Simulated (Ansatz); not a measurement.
Geometry optimisation, DFT PBE-D3(BJ), scalar-relativistic, plane waves, PAW in Ansatz.

The input (input.yaml):

```yaml
crystal:
  lattice:
    - [-3.351, -5.804102, 0.0]
    - [5.0265, -2.902051, 0.0]
    - [0.0, 0.0, 5.226]
  atoms:
    - { symbol: Zn, position: [0.50000002, 0.33333335, 0.0] }
    - { symbol: Zn, position: [0.50000003, 0.66666669, 0.5] }
    - { symbol: O, position: [0.50000002, 0.33333335, 0.375] }
    - { symbol: O, position: [0.50000003, 0.66666669, 0.875] }
    - { symbol: Zn, position: [0.25000002, 0.83333335, 0.0] }
    - { symbol: O, position: [0.25000002, 0.83333335, 0.375] }
    - { symbol: O, position: [0.25000001, 0.16666667, 0.875] }
    - { symbol: In, position: [0.25000001, 0.16666667, 0.5] }
    - { symbol: Zn, position: [1.0e-08, 0.66666667, 0.5] }
    - { symbol: O, position: [1.0e-08, 0.33333334, 0.375] }
    - { symbol: O, position: [1.0e-08, 0.66666667, 0.875] }
    - { symbol: Zn, position: [0.75000004, 0.83333336, 0.0] }
    - { symbol: Zn, position: [0.75000003, 0.16666669, 0.5] }
    - { symbol: O, position: [0.75000004, 0.83333336, 0.375] }
    - { symbol: O, position: [0.75000003, 0.16666669, 0.875] }
total_charge: -1
basis:
  ecutwfc: 420.0
kpoints:
  mp_grid: { grid: [2, 2, 2] }
hamiltonian:
  xc: pbe
  dispersion: d3bj
  pseudopotentials: { kind: paw, azcp: { folder: soft_1 } }
scf:
  occupations: { method: gaussian, width: 0.02 }
  lower_state_search: "off"
relax:
  f_tol: 0.03
  max_steps: 60
  adjacent_minimum: "off"
```

Launched with:

```bash
$ ansatz run input.yaml --threads 1 --pin off --max-ram 3072MiB --backend cpu --events-out ev --progress --plain --runs-dir out
```

Question: Where does it end, and by what steps?

Answer: The forces met the threshold. Limits of this set-up: coarse k mesh, charged cell in a uniform background, uncorrected. After 4 steps the energy has fallen by 0.901 eV; O7 moved furthest, 0.23 Å.

```tsv
step	energy less start (eV)	largest force component (eV/Å)	accepted
0	0.0000	2.101	yes
1	-0.6725	0.726	yes
2	-0.8905	0.203	yes
3	-0.8989	0.062	yes
4	-0.9011	0.019	yes
```

```xyz
15
Lattice="-3.3510 -5.8041 0.0000 5.0265 -2.9021 0.0000 0.0000 0.0000 5.2260" Properties=species:S:1:pos:R:3
Zn -0.059 -3.952 -0.049
Zn 1.680 -4.889 2.612
O 0.047 -3.892 1.981
O 1.627 -4.835 4.599
Zn 3.291 -3.842 -0.062
O 3.297 -3.848 1.976
O -0.174 -2.045 4.680
In 0.071 -1.868 2.646
Zn 3.359 -1.848 2.611
O 1.760 -0.900 2.041
O 3.531 -2.060 4.513
Zn 1.674 -6.829 -0.067
Zn -1.680 -4.841 2.622
O 1.700 -6.750 1.948
O -1.695 -4.677 4.530
```

Whether the end is a true minimum wasn't checked by a vibrational analysis.

Time of the run: 41 s on 1 thread of Arm Neoverse V2, on a shared host, peak memory 0.48 GiB.
